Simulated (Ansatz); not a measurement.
# C₂H₇GeN: basis-set convergence

The task here is to estimate one member of a computed series from the others.

Computed with Ansatz 0.2.0, Gaussian basis. Level: one geometry, several basis sets.

Plan: PBE0-D4/def2-SVP; ωB97M-V/def2-SVP; PBE0-D4/def2-QZVPP; ωB97M-V/def2-QZVPP; the functionals' def2-TZVPP values are taken from earlier runs.

## The relaxed structure

The geometry comes from an earlier relaxation with PBE0-D4 in a triple-zeta def2 set; it is a stationary point, not always the lowest conformer.

SMILES `C1[CH2][GeH2][NH]1`, 11 atoms, charge 0, spin multiplicity 1.

Atoms are counted from 1 here; the program's logs count them from 0.

Bond lengths: C1–C2 1.546 Å, C1–N4 1.473 Å, C1–H5 1.098 Å, C1–H6 1.097 Å, C2–Ge3 1.968 Å, C2–H7 1.088 Å, C2–H8 1.090 Å, Ge3–N4 1.854 Å, Ge3–H9 1.549 Å, Ge3–H10 1.541 Å, N4–H11 1.009 Å. Angles: C2–C1–N4 100.8°, C2–C1–H5 110.0°, C2–C1–H6 113.4°, N4–C1–H5 113.2°, N4–C1–H6 112.1°, H5–C1–H6 107.4°, C1–C2–Ge3 86.7°, C1–C2–H7 115.4°, C1–C2–H8 113.0°, Ge3–C2–H7 118.5°, Ge3–C2–H8 112.4°, H7–C2–H8 109.4°, C2–Ge3–N4 74.9°, C2–Ge3–H9 116.7°, C2–Ge3–H10 121.5°, N4–Ge3–H9 117.1°, N4–Ge3–H10 114.8°, H9–Ge3–H10 108.7° and more.

As a file:

```xyz
11
C2H7GeN
C    -0.78843   -0.07264   -0.76840
C    -0.06775   -1.10890    0.12392
Ge    0.95395    0.40410    0.85970
N    -0.45466    1.17763   -0.06413
H    -0.38819   -0.11438   -1.79020
H    -1.87126   -0.23315   -0.83342
H     0.47139   -1.88891   -0.40950
H    -0.72530   -1.56493    0.86365
H     2.37699    0.62467    0.28910
H     0.97642    0.70199    2.37116
H    -0.41776    2.01762   -0.62149
```

The first run:

The input, in.yaml:

```yaml
crystal:
  periodic: [false, false, false]
  atoms:
    - {symbol: C, position_ang: [-0.788425, -0.072638, -0.768399]}
    - {symbol: C, position_ang: [-0.067755, -1.108902, 0.123924]}
    - {symbol: Ge, position_ang: [0.953951, 0.404103, 0.859703]}
    - {symbol: N, position_ang: [-0.454663, 1.177631, -0.064134]}
    - {symbol: H, position_ang: [-0.388194, -0.114381, -1.790202]}
    - {symbol: H, position_ang: [-1.871265, -0.233150, -0.833422]}
    - {symbol: H, position_ang: [0.471392, -1.888910, -0.409501]}
    - {symbol: H, position_ang: [-0.725296, -1.564931, 0.863652]}
    - {symbol: H, position_ang: [2.376995, 0.624667, 0.289103]}
    - {symbol: H, position_ang: [0.976419, 0.701988, 2.371163]}
    - {symbol: H, position_ang: [-0.417759, 2.017624, -0.621487]}
basis:
  gaussian: {orbitals: def2-SVP}
hamiltonian: {xc: pbe0, dispersion: d4}
output: {orbitals: {seedname: orbitals}}
```

On the command line:

```sh
$ ansatz run in.yaml --threads 4 --pin off --events-out ev --progress --plain --max-ram 10444MiB
```

Among the steps run: PBE0-D4 in def2-SVP; ωB97M-V in def2-SVP; PBE0-D4 in def2-QZVPP; ωB97M-V in def2-QZVPP.

One table of the session follows, with a row left open; its other results are not shown here.

```
functional       basis  HOMO (eV)  LUMO (eV)
   PBE0-D4    def2-SVP      -6.34       0.42
   PBE0-D4  def2-TZVPP      -6.48       0.14
   PBE0-D4  def2-QZVPP          ?          ?
   ωB97M-V    def2-SVP      -8.65       2.25
   ωB97M-V  def2-TZVPP      -8.81       1.84
   ωB97M-V  def2-QZVPP      -8.84       1.31
```

**Question.** Estimate the row for PBE0-D4, def2-QZVPP.

The run gave: HOMO (eV): -6.52; LUMO (eV): -0.10. In the column «HOMO (eV)» it lies between ωB97M-V, def2-SVP (-8.65) and PBE0-D4, def2-TZVPP (-6.48).
